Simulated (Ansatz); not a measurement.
# BP2: the cost of one run

Method: DFT PBE, scalar-relativistic, plane waves, PAW, in Ansatz 0.2.0.

## 1. The system as given

The structure is tetragonal, space group P4/nmm (No. 129). The conventional cell has a = 3.383 Å, b = 3.383 Å, c = 6.895 Å, α = 90.00°, β = 90.00°, γ = 90.00°. Around B (site symmetry 4mm) lie 9 P at 2.46 to 2.53 Å. Around P (site symmetry -4m2) lie 4 P at 2.39 Å and 4 B at 2.53 Å. Around P (site symmetry 4mm) lie 5 B at 2.46 to 2.48 Å.

Coordinates:

```xyz
6
Lattice="3.3826 0.0000 0.0000 0.0000 3.3826 0.0000 0.0000 0.0000 6.8955" Properties=species:S:1:pos:R:3 pbc="T T T"
B     0.0000    1.6913    5.0125
B     1.6913    0.0000    1.8830
P     1.6913    1.6913    0.0000
P     0.0000    0.0000    0.0000
P     1.6913    0.0000    4.3419
P     0.0000    1.6913    2.5536
```

A structure generator made this guess: species swapped into a database cell of ErSe2 (P4/nmm, No. 129), with B on the Er sites and P on the Se sites. Its size is a rough estimate.

## 2. Probe: one point on a coarse mesh

Input file input.yaml:

```yaml
crystal:
  lattice:
    - [3.38256006, 0.0, 0.0]
    - [0.0, 3.38256006, 0.0]
    - [0.0, 0.0, 6.89546217]
  atoms:
    - { symbol: B, position: [0.0, 0.5, 0.72692192] }
    - { symbol: B, position: [0.5, 0.0, 0.27307808] }
    - { symbol: P, position: [0.5, 0.5, 0.0] }
    - { symbol: P, position: [0.0, 0.0, 0.0] }
    - { symbol: P, position: [0.5, 0.0, 0.62967062] }
    - { symbol: P, position: [0.0, 0.5, 0.37032938] }
basis:
  ecutwfc: 420
kpoints:
  mp_grid: { grid: [6, 6, 4] }
hamiltonian:
  xc: pbe
scf:
  occupations: { method: gaussian, width: 0.1 }
  lower_state_search: "off"
output:
  forces: true
  stress: true
  eigenvalues: true
```

Run with:

```bash
> ansatz run input.yaml --threads 1 --pin off --max-ram 2048MiB --backend cpu --events-out ev --progress --plain --runs-dir out
```

What time and memory should one allow on 1 thread of Arm Neoverse V1, shared host?

About 3.4 s, with a peak of 0.32 GiB.
